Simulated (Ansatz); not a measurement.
# CdPd: properties at the relaxed cell

One table from this session's results is given with a row withheld; the runs are named, their logs left out.

Computed with Ansatz 0.2.0 (DFT r2SCAN, scalar-relativistic, plane waves, PAW, unless a step's input says otherwise).

1 further run of the same task is left out (set aside as unsound or not needed).

### The structure to begin with

Symmetry: P4/mmm, No. 123, tetragonal system. The conventional cell has a = 3.038 Å, b = 3.038 Å, c = 3.661 Å, α = 90.00°, β = 90.00°, γ = 90.00°. Cd (site symmetry 4/mmm) is surrounded by 8 Pd at 2.82 Å and 4 Cd at 3.04 Å. Pd (site symmetry 4/mmm) is surrounded by 8 Cd at 2.82 Å and 4 Pd at 3.04 Å.

Coordinates:

```cif
data_structure
_symmetry_space_group_name_H-M 'P4/mmm'
_symmetry_Int_Tables_number 123
_cell_length_a 3.0382
_cell_length_b 3.0382
_cell_length_c 3.6614
_cell_angle_alpha 90.000
_cell_angle_beta 90.000
_cell_angle_gamma 90.000
_cell_volume 33.80
loop_
_atom_site_label
_atom_site_type_symbol
_atom_site_symmetry_multiplicity
_atom_site_Wyckoff_symbol
_atom_site_fract_x
_atom_site_fract_y
_atom_site_fract_z
_atom_site_occupancy
Cd1 Cd 1 a 0.00000 0.00000 0.00000 1
Pd1 Pd 1 d 0.50000 0.50000 0.50000 1
```

It is the result of an earlier relaxation at this level (volume 16.90 Å³/atom; gap on the mesh: none (metal)).

The first run:

The input, input.yaml:

```yaml
crystal:
  lattice:
    - [3.0381770941, 0.0, 0.0]
    - [0.0, 3.0381770941, 0.0]
    - [0.0, 0.0, 3.6614026867]
  atoms:
    - { symbol: Cd, position: [0.0, 0.0, 0.0] }
    - { symbol: Pd, position: [0.5, 0.5, 0.5] }
basis:
  ecutwfc: 500
kpoints:
  mp_grid: { grid: [14, 14, 12] }
  band_path:
    path:
      - [[0.0, 0.0, 0.0], [0.0, 0.5, 0.0], [0.5, 0.5, 0.0], [0.0, 0.0, 0.0], [0.0, 0.0, 0.5], [0.0, 0.5, 0.5], [0.5, 0.5, 0.5], [0.0, 0.0, 0.5]]
      - [[0.0, 0.5, 0.0], [0.0, 0.5, 0.5]]
      - [[0.5, 0.5, 0.0], [0.5, 0.5, 0.5]]
    npoints: 14
hamiltonian:
  xc: r2scan
scf:
  occupations: { method: gaussian, width: 0.1 }
  n_extra_bands: 6
output:
  forces: true
  stress: true
  eigenvalues: true
  populations: true
  dos: { projected: true, de: 0.02, nscf_kmesh: { grid: [21, 21, 18] } }
  bader: true
  write_density: true
  write_potential: true
  elf: true
  volumetric_format: npy
```

Started as:

```sh
> ansatz run input.yaml --threads 1 --pin off --max-ram 2560MiB --backend cpu --events-out ev --progress --plain --runs-dir out
```

Among the steps run: Bands, states and charges; Back to the database's cell; The cell scaled to 0.97 of its volume; Volume × 1.03; Volume × 0.94; Point at V/V0 = 1.06; The cell scaled to 0.91 of its volume; Point at V/V0 = 1.10; Volume × 0.88.

One of the session's tables, all rows but one given; the rest of the session is left out.

It belongs to the step «Fit of the equation of state». 

```
volume (Å³/atom)  energy above the lowest point (meV/atom)  pressure (GPa)
          14.871                                     127.0           23.03
          15.377                                      66.5           15.52
          15.884                                         ?               ?
          16.391                                       6.4            4.23
          16.898                                       0.0            0.01
          17.405                                       5.7           -3.46
          17.912                                      21.4           -6.32
          18.588                                      54.7           -9.33
```

**Question.** Estimate the row for volume (Å³/atom) = 15.884.

Worked estimate for «energy above the lowest point (meV/atom)». A straight line through the neighbours (15.377, 66.5) and (16.391, 6.4) gives 66.5 + (6.4 − 66.5) × (15.884 − 15.377) / (16.391 − 15.377) = 36.4; a parabola fitted to 4 rows on both sides gives 27.4.

As computed: energy above the lowest point (meV/atom): 27.5; pressure (GPa): 9.33. In «energy above the lowest point (meV/atom)» the line misses by +8.9 and the parabola by -0.1.
